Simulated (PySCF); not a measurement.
# H2: relaxation with MP2 and vibrations with MP2

Aim: for H2, 2 runs in a chain (relaxation with MP2 and vibrations with MP2).

Program: PySCF 2.14.0. Level of theory: relaxation with MP2, HF, cc-pvtz, and further levels as typed in the inputs. These are calculated values, not measurements.

## (1) Starting point

Bond lengths: H1–H2 0.740 Å.

Structure file:

```xyz
2

H     0.0000    0.0000    0.0000
H     0.0000    0.0000    0.7400
```

## (2) Relaxation with MP2: H2

run.py reads:

```python
from pyscf import gto, mp, scf
mol = gto.M(atom="mol.xyz", basis="cc-pvtz", verbose=4)
mf = scf.RHF(mol).run(conv_tol=1e-9)
from pyscf.geomopt.geometric_solver import optimize
m = optimize(mp.MP2(mf), maxsteps=60)
print("optimised structure (A):")
for k in range(m.natm): print(m.atom_symbol(k), *(f"{x:.8f}" for x in m.atom_coords(unit="A")[k]))
```

The run is started by

```sh
$ python run.py
```

Standard output:

```text
[INPUT] num. atoms = 2
[INPUT] num. electrons = 2
[INPUT] charge = 0
[INPUT] spin (= nelec alpha-beta = 2S) = 0
[INPUT] symmetry False subgroup None
[INPUT] Mole.unit = angstrom
[INPUT] Symbol           X                Y                Z      unit          X                Y                Z       unit  Magmom
[INPUT]  1 H      0.000000000000   0.000000000000   0.000000000000 AA    0.000000000000   0.000000000000   0.000000000000 Bohr   0.0
[INPUT]  2 H      0.000000000000   0.000000000000   0.740000000000 AA    0.000000000000   0.000000000000   1.398397332178 Bohr   0.0

nuclear repulsion = 0.715104339081081
number of shells = 12
number of NR pGTOs = 32
number of NR cGTOs = 28
basis = cc-pvtz
ecp = {}

******** <class 'pyscf.scf.hf.RHF'> ********
method = RHF
initial guess = minao
damping factor = 0
level_shift factor = 0
DIIS = <class 'pyscf.scf.diis.CDIIS'>
diis_start_cycle = 1
diis_space = 8
diis_damp = 0
SCF conv_tol = 1e-09
SCF conv_tol_grad = None
SCF max_cycles = 50
direct_scf = True
direct_scf_tol = 1e-13
Set gradient conv threshold to 3.16228e-05
Initial guess from minao.
init E= -0.813310434899329
  HOMO = -0.554986093762075  LUMO = 0.135601144906193  gap/eV = 18.79184
cycle= 1 E= -1.1320141372394  delta_E= -0.319  |g|= 0.0447  |ddm|= 0.472
  HOMO = -0.602208594511237  LUMO = 0.163799294034777  gap/eV = 20.84414
cycle= 2 E= -1.13293666236496  delta_E= -0.000923  |g|= 0.00708  |ddm|= 0.0316
  HOMO = -0.595055929348135  LUMO = 0.167041750673134  gap/eV = 20.73773
cycle= 3 E= -1.13296741066486  delta_E= -3.07e-05  |g|= 0.000758  |ddm|= 0.00831
  HOMO = -0.594693169158046  LUMO = 0.167251970821204  gap/eV = 20.73358
cycle= 4 E= -1.13296768259168  delta_E= -2.72e-07  |g|= 2.73e-05  |ddm|= 0.00109
  HOMO = -0.594690205816611  LUMO = 0.16725732639035  gap/eV = 20.73365
cycle= 5 E= -1.13296768292157  delta_E= -3.3e-10  |g|= 1.07e-06  |ddm|= 4.13e-05
  HOMO = -0.594689335219408  LUMO = 0.167257232479953  gap/eV = 20.73362
Extra cycle  E= -1.13296768292211  delta_E= -5.44e-13  |g|= 1.97e-07  |ddm|= 9.72e-07
converged SCF energy = -1.13296768292211
Create scanner for <class 'pyscf.grad.mp2.Gradients'>
Set <class 'pyscf.mp.mp2.RMP2'> as a scanner
Create scanner for <class 'pyscf.scf.hf.RHF'>

Geometry optimization cycle 1
Cartesian coordinates (Angstrom)
 Atom        New coordinates             dX        dY        dZ
   H   0.000000   0.000000   0.000000    0.000000  0.000000  0.000000
   H   0.000000   0.000000   0.740000    0.000000  0.000000  0.000000

WARN: Mole.unit (angstrom) is changed to Bohr

New geometry
   1 H      0.000000000000   0.000000000000   0.000000000000 AA    0.000000000000   0.000000000000   0.000000000000 Bohr
   2 H      0.000000000000   0.000000000000   0.740000000000 AA    0.000000000000   0.000000000000   1.398397332178 Bohr

******** <class 'pyscf.scf.hf.RHF_Scanner'> ********
method = RHF_Scanner
initial guess = minao
damping factor = 0
level_shift factor = 0
DIIS = <class 'pyscf.scf.diis.CDIIS'>
diis_start_cycle = 1
diis_space = 8
diis_damp = 0
SCF conv_tol = 1e-09
SCF conv_tol_grad = None
SCF max_cycles = 50
direct_scf = True
direct_scf_tol = 1e-13
Set gradient conv threshold to 3.16228e-05
init E= -1.13296768292211
  HOMO = -0.594689192664068  LUMO = 0.167257300381913  gap/eV = 20.73362
cycle= 1 E= -1.13296768292214  delta_E= -2.44e-14  |g|= 4.43e-08  |ddm|= 2.45e-07
  HOMO = -0.594689166391021  LUMO = 0.167257314050193  gap/eV = 20.73362
Extra cycle  E= -1.13296768292213  delta_E= 1.11e-15  |g|= 1.05e-08  |ddm|= 6.07e-08
converged SCF energy = -1.13296768292213

******** <class 'pyscf.mp.mp2.RMP2_Scanner'> ********
nocc = 1, nmo = 28
E(RMP2_Scanner) = -1.16464360722581  E_corr = -0.0316759243036745
E(SCS-RMP2_Scanner) = -1.17097879208654  E_corr = -0.0380111091644094
E_corr(same-spin) = -6.93889390390723e-18
E_corr(oppo-spin) = -0.0316759243036745
--------------- RMP2_Scanner gradients ---------------
         x                y                z
0 H     0.0000000000     0.0000000000    -0.0021818965
1 H    -0.0000000000    -0.0000000000     0.0021818965
----------------------------------------------
cycle 1: E = -1.16464360723  dE = -1.16464  norm(grad) = 0.00308567

Geometry optimization cycle 2
Cartesian coordinates (Angstrom)
 Atom        New coordinates             dX        dY        dZ
   H  -0.000000  -0.000000   0.001475   -0.000000 -0.000000  0.001475
   H   0.000000   0.000000   0.738525    0.000000  0.000000 -0.001475
New geometry
   1 H     -0.000000000000  -0.000000000000   0.001474996107 AA   -0.000000000000  -0.000000000000   0.002787338678 Bohr
   2 H      0.000000000000   0.000000000000   0.738525003893 AA    0.000000000000   0.000000000000   1.395609993501 Bohr

******** <class 'pyscf.scf.hf.RHF_Scanner'> ********
method = RHF_Scanner
initial guess = minao
damping factor = 0
level_shift factor = 0
DIIS = <class 'pyscf.scf.diis.CDIIS'>
diis_start_cycle = 1
diis_space = 8
diis_damp = 0
SCF conv_tol = 1e-09
SCF conv_tol_grad = None
SCF max_cycles = 50
direct_scf = True
direct_scf_tol = 1e-13
Set gradient conv threshold to 3.16228e-05
init E= -1.13423227075982
  HOMO = -0.595183303474144  LUMO = 0.168229827138111  gap/eV = 20.77353
cycle= 1 E= -1.13298463798602  delta_E= 0.00125  |g|= 0.000589  |ddm|= 0.000981
  HOMO = -0.59569852403118  LUMO = 0.167625780873873  gap/eV = 20.77111
cycle= 2 E= -1.13298478849801  delta_E= -1.51e-07  |g|= 9.04e-05  |ddm|= 0.00043
  HOMO = -0.595605192202313  LUMO = 0.167666741371387  gap/eV = 20.76969
cycle= 3 E= -1.13298479370122  delta_E= -5.2e-09  |g|= 1.08e-05  |ddm|= 0.000119
  HOMO = -0.59559992784224  LUMO = 0.167670026638343  gap/eV = 20.76963
cycle= 4 E= -1.13298479376408  delta_E= -6.29e-11  |g|= 2.59e-07  |ddm|= 1.86e-05
  HOMO = -0.595599923776646  LUMO = 0.167670034092888  gap/eV = 20.76963
Extra cycle  E= -1.1329847937641  delta_E= -2.24e-14  |g|= 5.13e-08  |ddm|= 2.67e-07
converged SCF energy = -1.1329847937641

******** <class 'pyscf.mp.mp2.RMP2_Scanner'> ********
nocc = 1, nmo = 28
E(RMP2_Scanner) = -1.1646497764427  E_corr = -0.0316649826785929
E(SCS-RMP2_Scanner) = -1.17098277297841  E_corr = -0.0379979792143115
E_corr(same-spin) = -6.93889390390723e-18
E_corr(oppo-spin) = -0.0316649826785929
--------------- RMP2_Scanner gradients ---------------
         x                y                z
0 H     0.0000000000    -0.0000000000    -0.0000247145
1 H    -0.0000000000     0.0000000000     0.0000247145
----------------------------------------------
cycle 2: E = -1.16464977644  dE = -6.16922e-06  norm(grad) = 3.49516e-05

Geometry optimization cycle 3
Cartesian coordinates (Angstrom)
 Atom        New coordinates             dX        dY        dZ
   H  -0.000000  -0.000000   0.001492   -0.000000  0.000000  0.000017
   H   0.000000   0.000000   0.738508    0.000000 -0.000000 -0.000017
New geometry
   1 H     -0.000000000000  -0.000000000000   0.001491894929 AA   -0.000000000000  -0.000000000000   0.002819272822 Bohr
   2 H      0.000000000000   0.000000000000   0.738508105071 AA    0.000000000000   0.000000000000   1.395578059356 Bohr

******** <class 'pyscf.scf.hf.RHF_Scanner'> ********
method = RHF_Scanner
initial guess = minao
damping factor = 0
level_shift factor = 0
DIIS = <class 'pyscf.scf.diis.CDIIS'>
diis_start_cycle = 1
diis_space = 8
diis_damp = 0
SCF conv_tol = 1e-09
SCF conv_tol_grad = None
SCF max_cycles = 50
direct_scf = True
direct_scf_tol = 1e-13
Set gradient conv threshold to 3.16228e-05
init E= -1.13299923488521
  HOMO = -0.59560560142253  LUMO = 0.167681170169045  gap/eV = 20.77009
cycle= 1 E= -1.13298491914093  delta_E= 1.43e-05  |g|= 6.75e-06  |ddm|= 1.13e-05
  HOMO = -0.595611504858804  LUMO = 0.167674247593157  gap/eV = 20.77006
cycle= 2 E= -1.13298491916073  delta_E= -1.98e-11  |g|= 1.04e-06  |ddm|= 4.94e-06
  HOMO = -0.595610571758869  LUMO = 0.167674656948847  gap/eV = 20.77005
Extra cycle  E= -1.13298491916139  delta_E= -6.62e-13  |g|= 2.19e-07  |ddm|= 1.19e-06
converged SCF energy = -1.13298491916139

******** <class 'pyscf.mp.mp2.RMP2_Scanner'> ********
nocc = 1, nmo = 28
E(RMP2_Scanner) = -1.16464977685923  E_corr = -0.0316648576978395
E(SCS-RMP2_Scanner) = -1.1709827483988  E_corr = -0.0379978292374073
E_corr(same-spin) = -6.93889390390723e-18
E_corr(oppo-spin) = -0.0316648576978395
--------------- RMP2_Scanner gradients ---------------
         x                y                z
0 H     0.0000000000     0.0000000000     0.0000003395
1 H    -0.0000000000    -0.0000000000    -0.0000003395
----------------------------------------------
cycle 3: E = -1.16464977686  dE = -4.16535e-10  norm(grad) = 4.80146e-07
optimised structure (A):
H -0.00000000 -0.00000000 0.00149189
H 0.00000000 0.00000000 0.73850811
```

It took 0.68 s on 2 threads of Intel Xeon 6975P-C (Granite Rapids), shared host.

## (3) Vibrations with MP2: vibrations with MP2, HF, cc-pvtz

It takes the final geometry of step 2.

run.py reads:

```python
from pyscf import gto, mp, scf
from pyscf.hessian import thermo
import numpy as np
mol = gto.M(atom="mol.xyz", basis="cc-pvtz", verbose=4)
mf = scf.RHF(mol).run(conv_tol=1e-9)
mol.verbose = mf.verbose = 0
x = mol.atom_coords(); n = x.size; h = np.zeros((n, n))
scan = mp.MP2(mf).nuc_grad_method().as_scanner()
def force(d): return scan(mol.set_geom_(x + d.reshape(-1, 3), unit="Bohr", inplace=False))[1].ravel()
for k in range(n): d = np.zeros(n); d[k] = 0.01; h[k] = (force(d) - force(-d)) / 0.02
h = ((h + h.T) / 2).reshape(mol.natm, 3, mol.natm, 3).transpose(0, 2, 1, 3)
f = thermo.harmonic_analysis(mol, h)
print("harmonic frequencies (1/cm):", *(f"{x.real - x.imag:.2f}" for x in f["freq_wavenumber"]))
```

The run is started by

```sh
$ python run.py
```

Standard output:

```text
[INPUT] num. atoms = 2
[INPUT] num. electrons = 2
[INPUT] charge = 0
[INPUT] spin (= nelec alpha-beta = 2S) = 0
[INPUT] symmetry False subgroup None
[INPUT] Mole.unit = angstrom
[INPUT] Symbol           X                Y                Z      unit          X                Y                Z       unit  Magmom
[INPUT]  1 H      0.000000000000   0.000000000000   0.001491890000 AA    0.000000000000   0.000000000000   0.002819263508 Bohr   0.0
[INPUT]  2 H      0.000000000000   0.000000000000   0.738508110000 AA    0.000000000000   0.000000000000   1.395578068670 Bohr   0.0

nuclear repulsion = 0.717999409728052
number of shells = 12
number of NR pGTOs = 32
number of NR cGTOs = 28
basis = cc-pvtz
ecp = {}

******** <class 'pyscf.scf.hf.RHF'> ********
method = RHF
initial guess = minao
damping factor = 0
level_shift factor = 0
DIIS = <class 'pyscf.scf.diis.CDIIS'>
diis_start_cycle = 1
diis_space = 8
diis_damp = 0
SCF conv_tol = 1e-09
SCF conv_tol_grad = None
SCF max_cycles = 50
direct_scf = True
direct_scf_tol = 1e-13
Set gradient conv threshold to 3.16228e-05
[... 1 set-up line as earlier in the session ...]
init E= -0.813794904167456
  HOMO = -0.556491431093375  LUMO = 0.136138366913514  gap/eV = 18.84742
cycle= 1 E= -1.13202972655303  delta_E= -0.318  |g|= 0.0448  |ddm|= 0.472
  HOMO = -0.603150497035068  LUMO = 0.164225972776213  gap/eV = 20.88138
cycle= 2 E= -1.13295384076746  delta_E= -0.000924  |g|= 0.00708  |ddm|= 0.0316
  HOMO = -0.595978626278022  LUMO = 0.167459058437152  gap/eV = 20.77420
cycle= 3 E= -1.13298464433645  delta_E= -3.08e-05  |g|= 0.000761  |ddm|= 0.00831
  HOMO = -0.595614326247798  LUMO = 0.167669441479053  gap/eV = 20.77001
cycle= 4 E= -1.13298491879474  delta_E= -2.74e-07  |g|= 2.74e-05  |ddm|= 0.00109
  HOMO = -0.595611416100144  LUMO = 0.167674762182521  gap/eV = 20.77007
cycle= 5 E= -1.13298491912451  delta_E= -3.3e-10  |g|= 1.08e-06  |ddm|= 4.13e-05
  HOMO = -0.595610547370166  LUMO = 0.167674668285599  gap/eV = 20.77005
Extra cycle  E= -1.13298491912506  delta_E= -5.48e-13  |g|= 1.99e-07  |ddm|= 9.78e-07
converged SCF energy = -1.13298491912506
harmonic frequencies (1/cm): 4526.41
```

Run time: 0.99 s. Hardware: 2 threads of Intel Xeon 6975P-C (Granite Rapids), shared host.

Harmonic frequencies from the force constants, with isotope-averaged masses (PySCF's default) and rigid motions projected out (i: imaginary):

```tsv
mode	cm⁻¹
1	4526
```

## (4) The runs side by side

```
                     quantity      value
harmonic frequencies (step 3)  4526 cm⁻¹
   zero-point energy (step 3)   0.281 eV
```

In step 3 all modes are real: a minimum.
